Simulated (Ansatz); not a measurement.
A nudged elastic band was laid between two geometries of a periodic cell of 39 atoms, Al$_{16}$NO$_{22}$ (host Al2O3, host structure R-3c, dopant N, one O atom removed), cell charge +1.

Computed with DFT PBE-D3(BJ), scalar-relativistic, plane waves, PAW in Ansatz. Settings: PAW set soft_1, cutoff 420 eV, k mesh 2x2x2, gaussian smearing 0.05 eV, no spin polarisation.

- movable images: 3
- climbing image: yes
- spring: 0.1 eV/Å²
- optimiser: fire
- start path: default
- force threshold: 0.05 eV/Å
- iteration limit: 50
- end points: relaxed

First end point:

```xyz
39
Lattice="-4.8050 -2.7742 4.3721 4.8050 -2.7742 4.3721 0.0000 5.5484 4.3721" Properties=species:S:1:pos:R:3
Al -0.036 -0.004 1.941
Al -0.027 -0.009 4.604
Al -0.124 -0.056 8.417
Al -0.110 -0.010 11.256
O 0.921 1.327 7.737
O -0.773 1.481 5.488
O 0.769 -1.500 7.615
O -1.736 0.037 7.661
O 1.666 -0.097 5.447
O -0.936 -1.404 5.442
Al 0.018 -2.772 6.296
Al 0.024 -2.742 9.017
Al -0.006 2.763 4.127
Al 0.010 2.748 6.825
O -3.847 1.403 7.672
N -0.548 -1.189 9.856
O 0.716 1.268 3.279
O 3.107 0.132 7.700
O -3.107 -0.137 5.442
O 3.873 -1.379 5.456
Al -2.341 1.201 6.435
Al -2.422 1.394 9.060
Al 2.382 -1.306 4.133
Al 2.411 -1.380 6.799
O -1.452 -2.773 7.642
O -3.162 -2.667 5.467
O 3.070 2.751 7.627
O 0.716 -1.277 3.270
O -0.718 1.318 9.812
O 1.438 2.759 5.483
Al 2.492 1.386 6.182
Al 2.481 1.566 8.838
Al -2.398 -1.397 4.091
Al -2.429 -1.469 6.776
O -1.478 -0.001 3.266
O 1.678 -2.664 5.450
O -1.706 2.635 7.578
O 0.771 -4.100 7.572
O -0.779 4.049 5.435
```

Last end point:

```xyz
39
Lattice="-4.8050 -2.7742 4.3721 4.8050 -2.7742 4.3721 0.0000 5.5484 4.3721" Properties=species:S:1:pos:R:3
Al 0.017 0.017 1.947
Al 0.018 0.028 4.609
Al 0.060 0.089 8.411
Al 0.106 0.078 11.250
O 0.883 1.489 7.668
O -0.746 1.504 5.466
O 0.704 -1.517 7.622
O -1.644 0.056 7.723
O 1.684 -0.077 5.487
O -0.919 -1.370 5.456
Al 0.000 -2.755 6.235
Al 0.126 -2.921 8.860
Al -0.015 2.769 4.123
Al -0.064 2.831 6.790
O -3.895 1.357 7.680
N 1.300 -0.122 9.810
O 0.736 1.278 3.285
O 3.133 0.148 7.595
O -3.137 -0.152 5.481
O 3.905 -1.365 5.435
Al -2.447 1.382 6.277
Al -2.418 1.371 8.999
Al 2.416 -1.410 4.098
Al 2.411 -1.389 6.796
O -1.434 -2.755 7.717
O -3.125 -2.667 5.480
O 3.191 2.639 7.558
O 0.744 -1.260 3.281
O -0.787 1.280 9.856
O 1.464 2.761 5.473
Al 2.204 1.408 6.457
Al 2.355 1.308 9.112
Al -2.322 -1.406 4.147
Al -2.400 -1.397 6.832
O -1.460 0.012 3.271
O 1.693 -2.641 5.439
O -1.682 2.644 7.653
O 0.832 -4.027 7.633
O -0.753 4.056 5.476
```

Question: Which bonds break or form, and what moves?

Answer: Contacts lost: Al12–N16, N16–Al31. Contacts made: N16–Al21, N16–Al32. The atom that moves furthest is N16, by 2.13 Å.

Question: What energy profile does the band end with?

Answer: It converged. The highest image is number 2 of 0 to 4, 0.91 eV above the ends, which have the same energy within 2 meV. The order of the stationary point at the top wasn't checked. Limits of this set-up: charged cell in a uniform background, uncorrected.

```tsv
image	path coordinate (Å)	energy (eV)	Al12–N16 (Å)	N16–Al31 (Å)	N16–Al21 (Å)
0	0.00	0.00	1.86	1.91	3.18
1	0.64	0.75	1.86	2.56	2.57
2	1.29	0.91	2.01	3.28	2.01
3	1.93	0.75	2.57	3.79	1.86
4	2.57	0.00	3.18	3.80	1.85
```

Question: What is the geometry of the highest image?

Answer: 
```xyz
39
Lattice="-4.8050 -2.7742 4.3721 4.8050 -2.7742 4.3721 0.0000 5.5484 4.3721" Properties=species:S:1:pos:R:3
Al 0.013 0.031 1.948
Al -0.037 0.002 4.602
Al -0.033 0.025 8.357
Al -0.009 0.039 11.310
O 0.914 1.413 7.705
O -0.817 1.501 5.472
O 0.757 -1.497 7.468
O -1.705 0.066 7.685
O 1.679 -0.077 5.442
O -0.904 -1.417 5.414
Al 0.024 -2.767 6.255
Al 0.174 -2.669 8.969
Al -0.007 2.734 4.159
Al -0.090 2.805 6.811
O -3.890 1.368 7.827
N 0.509 -0.886 9.833
O 0.726 1.271 3.291
O 3.107 0.163 7.647
O -3.050 -0.270 5.461
O 3.909 -1.318 5.451
Al -2.584 1.287 6.325
Al -2.424 1.368 9.040
Al 2.417 -1.296 4.112
Al 2.437 -1.404 6.763
O -1.413 -2.702 7.724
O -3.129 -2.702 5.508
O 3.120 2.687 7.590
O 0.733 -1.274 3.275
O -0.768 1.327 9.833
O 1.448 2.729 5.509
Al 2.211 1.365 6.390
Al 2.513 1.540 8.904
Al -2.368 -1.424 4.123
Al -2.392 -1.438 6.799
O -1.467 0.005 3.260
O 1.714 -2.666 5.413
O -1.762 2.645 7.571
O 0.792 -4.041 7.610
O -0.776 4.054 5.481
```

The band took 36 iterations and about 23 core-minutes.

The run took 15 min on 2 threads of Intel(R) Xeon(R) Platinum 8488C (Sapphire Rapids), with other jobs on the host, peak memory 1.6 GiB.
